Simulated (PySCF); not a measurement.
# C4H12Ge: the cost of one run

Computed with PySCF 2.14.0 and routines of our own; the level stands in each step. Atoms count from 0.

## 1. The starting structure

17 atoms, charge 0, multiplicity 1; geometry from: GFN2-xTB.

## 2. Relaxing the molecule at PBE0-D3(BJ)/def2-SVP

The job: settings as JSON, then the geometry in Å.

```
{"job": {"xc": "PBE0", "basis": "def2-SVP", "d3": "d3bj", "grid": 1, "maxiter": 30, "shake": 0.01, "kind": "geom"}, "charge": 0, "multiplicity": 1}
C     -0.452140    -1.024890    -1.649870
Ge    -0.007090    -0.005420    -0.003600
C     -0.041760     1.947900    -0.386990
C     -1.288380    -0.409650     1.422270
C      1.810780    -0.544380     0.593210
H     -1.466150    -0.716160    -2.006190
H     -0.456890    -2.072180    -1.473520
H      0.252060    -0.781780    -2.453690
H      0.238190     2.522320     0.529650
H     -1.008870     2.268760    -0.695290
H      0.682060     2.196960    -1.150050
H     -2.317510    -0.124910     1.126360
H     -1.356200    -1.463940     1.641910
H     -1.098830     0.129560     2.344810
H      1.846220    -1.612310     0.818650
H      2.554440    -0.306890    -0.152120
H      2.093560     0.008850     1.504630
```

Command:

```sh
OMP_NUM_THREADS=1 python heavy_run.py task.json out
```

This one command runs all jobs of the session in turn.

**Question.** How long does this first job take on 1 thread of Arm Neoverse V2, shared host, and how much memory does it need?

About 89 s, with a peak of 0.61 GiB.
